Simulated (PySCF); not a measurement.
**Pb3: forces at shaken geometries**

Aim: move all atoms of relaxed Pb3 at random and read energies and forces. It is a constructed species; whether it can be made isn't addressed.

Method: r2SCAN, Pb def2-SVP with ECP60; scalar-relativistic core potentials, no spin–orbit coupling; program: PySCF 2.14.0.

1 further run of the same task is left out (for a known fault of the program).

## Step 1: The starting structure

3 atoms, charge 0, spin multiplicity 3.

Bond lengths: Pb1–Pb2 3.003 Å, Pb1–Pb3 3.003 Å, Pb2–Pb3 3.003 Å. Angles: Pb2–Pb1–Pb3 60.0°, Pb1–Pb2–Pb3 60.0°, Pb1–Pb3–Pb2 60.0°.

Geometry (Å):

```
Pb    1.7337    0.0000    0.0000
Pb   -0.8668    1.5015    0.0000
Pb   -0.8669   -1.5014    0.0000
```

An earlier session relaxed this geometry at r2SCAN, Pb def2-SVP with ECP60 (triplet, point group D3h).

Its energy there is -578.942921 Eh.

## Step 2: Atoms moved at random, σ = 0.03 Å

run.py (the lines that set the calculation) reads:

```python
mol = gto.M(atom='''
Pb     1.71150     0.00653    -0.03467
Pb    -0.83722     1.51270     0.02044
Pb    -0.87428    -1.51923     0.01423''',
    basis={'Pb': 'def2-SVP'},
    ecp={'Pb': 'def2-SVP'},
    charge=0, spin=2)
mf = dft.UKS(mol, xc='R2SCAN')
mf.grids.atom_grid = (50, 194)
mf = mf.density_fit()  # fitting sets: Pb def2-universal-JKFIT
mf.conv_tol = 1e-08; mf.max_cycle = 55
mf.kernel(dm0)  # dm0: the density of the relaxed state
```

On the command line:

```
$ OMP_NUM_THREADS=2 python run.py
```

## Step 3: Atoms moved at random, σ = 0.06 Å

Edit run.py (the lines that set the calculation) of step 2 so:

```diff
@@ -1,5 +1,5 @@
 mol = gto.M(atom='''
-Pb     1.71150     0.00653    -0.03467
-Pb    -0.83722     1.51270     0.02044
-Pb    -0.87428    -1.51923     0.01423''',
+Pb     1.71543    -0.05391     0.01146
+Pb    -0.83439     1.56590     0.03181
+Pb    -0.88105    -1.51199    -0.04327''',
     basis={'Pb': 'def2-SVP'},
```

## Step 4: Atoms moved at random, σ = 0.06 Å

Edit run.py (the lines that set the calculation) of step 3 so:

```diff
@@ -1,5 +1,5 @@
 mol = gto.M(atom='''
-Pb     1.71543    -0.05391     0.01146
-Pb    -0.83439     1.56590     0.03181
-Pb    -0.88105    -1.51199    -0.04327''',
+Pb     1.76123    -0.00881     0.02997
+Pb    -0.93029     1.46662    -0.02602
+Pb    -0.83094    -1.45781    -0.00394''',
     basis={'Pb': 'def2-SVP'},
```

Before running it: what results should come out? Wanted: for each run, σ; energy rise; harmonic estimate −½ F·u; largest force component.

**Answer**, as computed:

| σ (Å) | energy rise (eV) | harmonic estimate −½ F·u (eV) | largest force component (eV/Å) |
| --- | --- | --- | --- |
| 0.03 | 0.006 | 0.006 | 0.15 |
| 0.06 | 0.013 | 0.013 | 0.31 |
| 0.06 | 0.024 | 0.024 | 0.42 |

Every displacement raises the energy. For a harmonic well the rise equals −½ F·u; the two differ by at most 3 % here (a move with σ = 0.06 Å), from anharmonicity, the grid and the small forces left at the relaxed point. These are double-zeta-type bases without diffuse functions. Spin–orbit coupling is left out for this open shell, where it can reorder the states. Open shells may have lower solutions than the one found.
